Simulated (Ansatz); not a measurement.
Cd2S:

```
Cd S
1.0
     3.96267    0.00000    0.00000
    -1.98134    3.43177    0.00000
     0.00000    0.00000    5.80919
Cd S
2 1
Direct
  0.33333 0.66667 0.93272
  0.66667 0.33333 0.57873
  0.33333 0.66667 0.36571
```

The cell comes from a database or a generator and needn't be the stable form of this composition.

Program: Ansatz 0.2.0. Alike in all runs: task band structure; potentials or basis all-electron LAPW, scalar-relativistic; no spin polarisation; cell as given; k mesh 8 × 8 × 5; smearing fermi-dirac 0.05 eV; basis error allowed 0.002 eV/atom.

**Question.** Order these runs on this cell by their pressure, lowest first.
A. level PBE; cutoff (eV) 229
B. level LDA; cutoff (eV) 230
C. level PBEsol; cutoff (eV) 229

**Answer.** B (-4.9 GPa), C (-3.0 GPa), A (-0.1 GPa).

Not every run made on this cell is shown here.
